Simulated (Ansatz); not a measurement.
# LuPd: how the settings move a single-point run

Question: which choices in the input matter for LuPd?

Computed with Ansatz 0.2.0 (reference: DFT, PBEsol, PAW with Ansatz's default frozen-core files, scalar-relativistic; levels and slopes on a fine mesh, independent-particle optical spectra, unless a step's input says otherwise).

### 1 The starting structure

It takes space group Pm-3m (No. 221, cubic). Conventional cell: a = 3.390 Å, b = 3.390 Å, c = 3.390 Å, α = 90.00°, β = 90.00°, γ = 90.00°. Lu (site symmetry m-3m) is surrounded by 8 Pd at 2.94 Å. Around Pd (site symmetry m-3m) lie 8 Lu at 2.94 Å.

Structure file:

```xyz
2
Lattice="3.3900 0.0000 0.0000 0.0000 3.3900 0.0000 0.0000 0.0000 3.3900" Properties=species:S:1:pos:R:3 pbc="T T T"
Lu    0.0000    0.0000    0.0000
Pd    1.6950    1.6950    1.6950
```

### 2 Reference

Input file input.yaml:

```yaml
crystal:
  lattice:
    - [3.39004176878, 0.0, 0.0]
    - [0.0, 3.39004176878, 0.0]
    - [0.0, 0.0, 3.39004176878]
  atoms:
    - { symbol: Lu, position: [0.0, 0.0, 0.0] }
    - { symbol: Pd, position: [0.5, 0.5, 0.5] }
kpoints:
  mp_grid: { grid: [12, 12, 12] }
scf:
  occupations: { method: fermi_dirac, width: 0.1 }
hamiltonian:
  xc: pbesol
  pseudopotentials: { kind: paw }
output:
  forces: true
  stress: true
  eigenvalues: true
  eigenstates:
    nscf_kmesh: { grid: [16, 16, 16] }
    de_dk: true
    e_range: [-14, 14]
  optics:
    e_range: [0, 30]
    de: 0.2
    sigma: 0.15
    bands: { spectra_wanted_up_to: 30 }
    nscf_kmesh: { grid: [16, 16, 16] }
    drude_damping: 0.2
checkpoint:
  write: ck
  write_wavefunctions: false
```

On the command line:

```sh
> ansatz run input.yaml --threads 1 --pin off --max-ram 3072MiB --backend cpu --events-out ev --progress --plain --runs-dir out
```

### 3 Variant: preconditioner local_kerker, xc_grid 3

input.yaml, as its differences from that of step 2:

```diff
@@ -12,2 +12,3 @@
   occupations: { method: fermi_dirac, width: 0.1 }
+  mixing: { preconditioner: local_kerker }
 hamiltonian:
@@ -33 +34,3 @@
   write_wavefunctions: false
+basis:
+  xc_grid: 3
```

Before running it: what results should come out? Wanted: for each run, ending; energy change; pressure; gap; force.

**Answer**, as computed:

```csv
run,ending,energy change,pressure (GPa),gap (eV),force (eV/Å),cycles,time
reference,converged,0,0.0,0.00,0.00,-,1.8 min
"1: preconditioner local_kerker, xc_grid 3",converged,0.0 meV/atom,0.0,0.00,0.00,10,1.7 min
```

Residual by cycle in the longest SCF loop of each run; runs are numbered as in the table. The quantity is the density residual dr2, in eV.

```csv
cycle,reference,run 1
1,0.0723,0.0723
2,0.00137,0.00278
3,3.5e-4,2.3e-4
4,1.4e-4,7.6e-5
5,1.5e-5,6.0e-6
6,3.1e-6,1.1e-6
7,2.3e-7,1.0e-8
8,6.3e-9,5.1e-10
9,6.3e-10,1.5e-10
10,1.2e-11,1.6e-12
11,5.7e-12,-
```

The changed input (mixing and numerical grids) leaves the energy the same to the digits printed.
